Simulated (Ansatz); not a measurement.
# CH4AlBr (SMILES [AlH2][CH2]Br): one structure at several levels

One table from this session's results is given with a row withheld; the runs are named, their logs left out.

Computed with Ansatz 0.2.0, Gaussian basis. Level: single points in def2-TZVPP.

Correlated methods freeze the cores. Filled d shells of the heavier atoms are correlated.

**Where the work starts**

SMILES `[AlH2][CH2]Br`, 7 atoms, charge 0, spin multiplicity 1.

Atoms are counted from 1 here; the program's logs count them from 0.

Bond lengths: Al1–C2 1.996 Å, Al1–Br3 2.634 Å, Al1–H4 1.500 Å, Al1–H5 1.529 Å, C2–Br3 1.909 Å, C2–H6 1.109 Å, C2–H7 1.051 Å. Angles: C2–Al1–Br3 46.2°, C2–Al1–H4 125.9°, C2–Al1–H5 116.9°, Br3–Al1–H4 79.7°, Br3–Al1–H5 163.1°, H4–Al1–H5 117.2°, Al1–C2–Br3 84.8°, Al1–C2–H6 120.7°, Al1–C2–H7 126.1°, Br3–C2–H6 108.2°, Br3–C2–H7 107.1°, H6–C2–H7 105.3°, Al1–Br3–C2 49.0°.

Geometry (Å):

```mol
CH4AlBr
  3D, bonds by distance, orders not assigned

  7  7  0  0  0  0  0  0  0  0999 V2000
   -0.7060    0.2506   -0.7734 Al  0  0
    0.7191    0.1053    0.6164 C   0  0
    0.2327   -1.7403    0.6735 Br  0  0
   -1.5955   -0.8635   -1.2413 H   0  0
   -0.9346    1.6316   -1.3884 H   0  0
    0.5700    0.5348    1.6284 H   0  0
    1.7559    0.1464    0.4474 H   0  0
  1  2  8  0
  1  3  8  0
  1  4  8  0
  1  5  8  0
  2  3  8  0
  2  6  8  0
  2  7  8  0
M  END
```

The first run:

run/in.yaml reads:

```yaml
crystal:
  periodic: [false, false, false]
  atoms:
    - {symbol: Al, position_ang: [-0.706000, 0.250600, -0.773400]}
    - {symbol: C, position_ang: [0.719100, 0.105300, 0.616400]}
    - {symbol: Br, position_ang: [0.232700, -1.740300, 0.673500]}
    - {symbol: H, position_ang: [-1.595500, -0.863500, -1.241300]}
    - {symbol: H, position_ang: [-0.934600, 1.631600, -1.388400]}
    - {symbol: H, position_ang: [0.570000, 0.534800, 1.628400]}
    - {symbol: H, position_ang: [1.755900, 0.146400, 0.447400]}
basis:
  gaussian: {orbitals: def2-TZVPP}
correlation: {method: ccsd_t}
output: {forces: true}
```

No record of the launch command was kept for these runs.

Steps of the session up to this table: CCSD(T)/def2-TZVPP; PBE0-D4/def2-TZVPP; wB97M-V/def2-TZVPP; r2SCAN-D4/def2-TZVPP; PBE-D4/def2-TZVPP; BHLYP-D4/def2-TZVPP; r2SCANh-D4/def2-TZVPP.

One of the session's tables, all rows but one given; the rest of the session is left out.

```
    method  RMS force component (eV/Å)  angle to CCSD(T) forces (°)  dipole (D)
   CCSD(T)                       0.918                    reference        1.11
   PBE0-D4                       0.894                          6.1        1.14
   wB97M-V                       0.886                          2.8        1.12
 r2SCAN-D4                       0.924                          4.9        1.18
    PBE-D4                       0.953                          7.5        1.10
  BHLYP-D4                       0.899                          7.1        1.17
r2SCANh-D4                           ?                            ?           ?
```

Q: Estimate the row for r2SCANh-D4 from the others.

**Answer.** RMS force component (eV/Å): 0.905; angle to CCSD(T) forces (°): 4.6; dipole (D): 1.18. In the column «RMS force component (eV/Å)» it lies between BHLYP-D4 (0.899) and CCSD(T) (0.918).
